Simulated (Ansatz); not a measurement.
# CH7BF2Ge2, SMILES F[B](F)[GeH2][CH2][GeH3]: a single point in a Gaussian basis

Program: the Ansatz DFT code, driven from Python.

Contents of `ch7bf2ge2.xyz`:
```text
13

F     3.61360   -0.76600   -0.75940
B     2.70060   -0.00910    0.06460
F     3.12120    0.46460    1.36230
Ge    0.83080    0.37180   -0.58960
C    -0.45270   -0.40400    0.64700
Ge   -2.25540   -0.03570    0.02000
H     0.61090    1.90400   -0.66610
H     0.63540   -0.25260   -1.99470
H    -0.31280    0.04160    1.65320
H    -0.29710   -1.50090    0.70210
H    -2.46860    1.49750   -0.05800
H    -3.27930   -0.65390    1.00560
H    -2.44660   -0.65740   -1.38690
```

Typed at the interpreter:
```pycon
>>> from pathlib import Path
>>> import ansatz
>>> import numpy as np
>>> BASIS = "cc-pVDZ"
>>> XC = "PBE0"
>>> molecule = ansatz.Crystal.molecule_from_extxyz("ch7bf2ge2.xyz")
>>> calculation = molecule.calculation()
>>> calculation = calculation.basis(gaussian=BASIS)
>>> calculation = calculation.functional(XC).forces()
>>> calculation = calculation.orbitals()
>>> print(calculation.to_yaml())
crystal:
  periodic: [false, false, false]
  atoms:
    - { symbol: F, position_ang: [3.6136, -0.766, -0.7594] }
    - { symbol: B, position_ang: [2.7006, -0.0091, 0.0646] }
    - { symbol: F, position_ang: [3.1212, 0.4646, 1.3623] }
    - { symbol: Ge, position_ang: [0.8308, 0.3718, -0.5896] }
    - { symbol: C, position_ang: [-0.4527, -0.404, 0.647] }
    - { symbol: Ge, position_ang: [-2.2554, -0.0357, 0.02] }
    - { symbol: H, position_ang: [0.6109, 1.904, -0.6661] }
    - { symbol: H, position_ang: [0.6354, -0.2526, -1.9947] }
    - { symbol: H, position_ang: [-0.3128, 0.0416, 1.6532] }
    - { symbol: H, position_ang: [-0.2971, -1.5009, 0.7021] }
    - { symbol: H, position_ang: [-2.4686, 1.4975, -0.058] }
    - { symbol: H, position_ang: [-3.2793, -0.6539, 1.0056] }
    - { symbol: H, position_ang: [-2.4466, -0.6574, -1.3869] }
basis:
  gaussian:
    orbitals: cc-pVDZ
hamiltonian:
  xc: pbe0
output:
  orbitals: {}
  forces: true
>>> done = calculation.run(runs_dir="out")

>>> r = done.report
>>> r["converged"], r["free_energy_ev"]
(True, -120276.69057676708)
>>> for key in ("converged", "free_energy_ev", "reference_energy_ev", "n_frozen", "n_occupied", "n_virtual"):
...     print(f"{key:22s} {r[key]}")
...
converged              True
free_energy_ev         -120276.69057676708
reference_energy_ev    -120276.69057676708
n_frozen               0
n_occupied             [50, 50]
n_virtual              [95, 95]
>>> field = r["mean_field"]
>>> print("<S^2> =", round(abs(field["state"]["spin_squared"]), 4), " relativity:", field["relativity"])
<S^2> = 0.0  relativity: none
>>> print("passes:", field["passes"])
passes: {'evaluations': 15, 'products': 12}
>>> if "symmetry" in field:
...     print("occupied orbitals by irrep:", field["symmetry"]["occupied"])
...
occupied orbitals by irrep: [{'A': 50}, {'A': 50}]
>>> symbols = [site.symbol for site in molecule.cartesian_sites]
>>> forces = np.array(r["forces_ev_ang"])
>>> print("largest force", round(float(np.linalg.norm(forces, axis=1).max()), 4), "eV/A, rms", round(float(np.sqrt((forces ** 2).mean())), 4))
largest force 3.8218 eV/A, rms 1.0413
>>> charges = r["charge_distribution"]
>>> dipole = np.array(charges["dipole_moment_e_ang"]) * 4.803205
>>> print("dipole (D): {:.3f} {:.3f} {:.3f}, length {:.3f}".format(*dipole, np.linalg.norm(dipole)))
dipole (D): -1.313 -0.093 0.205, length 1.332
>>> print("atom  Mulliken   Lowdin")
atom  Mulliken   Lowdin
>>> for symbol, m, l in zip(symbols, charges["mulliken_charges_e"], charges["lowdin_charges_e"]):
...     print(f"{symbol:4s} {m:9.3f} {l:8.3f}")
...
F       -0.194    0.240
B        0.385   -0.615
F       -0.195    0.240
Ge       0.131    0.194
C       -0.369   -0.159
Ge       0.223    0.206
H       -0.023   -0.023
H       -0.026   -0.027
H        0.093    0.044
H        0.088    0.042
H       -0.037   -0.045
H       -0.041   -0.052
H       -0.036   -0.045
>>> lines = Path(r["orbitals_path"]).read_text().splitlines()
>>> field_of = lambda key: [line.split("=")[1].strip() for line in lines if line.startswith(key)]
>>> orbitals = [(27.211386 * float(e), s, float(n)) for e, s, n in zip(field_of("Ene="), field_of("Spin="), field_of("Occup="))]
>>> homo = max(e for e, _, n in orbitals if n > 0.5)
>>> lumo = min(e for e, _, n in orbitals if n < 0.5)
>>> print(f"HOMO {homo:.3f} eV, LUMO {lumo:.3f} eV, gap {lumo - homo:.3f} eV")
HOMO -8.333 eV, LUMO -1.528 eV, gap 6.805 eV
```

Reading the output:
- The settings weren't tested for convergence.
- The geometry is a force-field or estimated start, not a minimum of this method, and the basis set is short of its limit.
- The Löwdin charges here are taken after orthogonalising the functions within each atom; they differ from plain Löwdin charges, and their signs can be unphysical.
- Levels such as HOMO and LUMO are orbital energies: with these approximate functionals they aren't the ionisation energy and electron affinity, and their gap isn't the fundamental gap.
- Wall time of the script: 15 s on 1 thread of Arm Neoverse V1, with other jobs on the host, peak memory 0.49 GiB.

(Lines on the test bed's own set-up are left out of the output.)
